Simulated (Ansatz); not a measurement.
Write the native input for Ansatz 0.2.0 that does the following.

```
Task                : electric field gradients
Functional          : PBE
Potentials or basis : all-electron PAW datasets made for the crystal
Cutoff              : 240 eV (chosen from the basis error)
k mesh              : 8 × 8 × 8
Occupations         : fermi-dirac, width 0.05 eV
Spin                : no spin polarisation
```

Crystal: GaGe.

```
Ge Ga
1.0
     0.00000    2.89784    2.89784
     2.89784    0.00000    2.89784
     2.89784    2.89784    0.00000
Ge Ga
1 1
Cartesian
  0.0000 0.0000 0.0000
  1.4489 1.4489 1.4489
```

The cell comes from a database or a generator and needn't be the stable form of this composition.

These files were run (other wordings do the same):

input.yaml

```yaml
crystal:
  lattice:
    - [0.0, 2.897844, 2.897844]
    - [2.897844, 0.0, 2.897844]
    - [2.897844, 2.897844, 0.0]
  atoms:
    - { symbol: Ge, position: [0.0, 0.0, 0.0] }
    - { symbol: Ga, position: [0.25, 0.25, 0.25] }
kpoints:
  mp_grid: { grid: [8, 8, 8] }
scf:
  occupations: { method: fermi_dirac, width: 0.05 }
hamiltonian:
  xc: pbe
  pseudopotentials: { kind: all_electron, datasets: crystal }
output:
  forces: true
  stress: true
  eigenvalues: true
  efg: {}
```

Potentials or basis: all-electron PAW datasets made for the crystal.

Launch:

```sh
$ ansatz run input.yaml --threads 1 --pin off --max-ram 3072MiB --backend cpu --events-out ev --progress --plain --runs-dir out
```

Results of the run:

The pressure is 0.2 GPa and the band gap on the k mesh is none (metal or under the smearing width).

Wall time 8.1 s on 1 thread of Arm Neoverse V1, with other jobs on the host, peak memory 0.51 GiB.
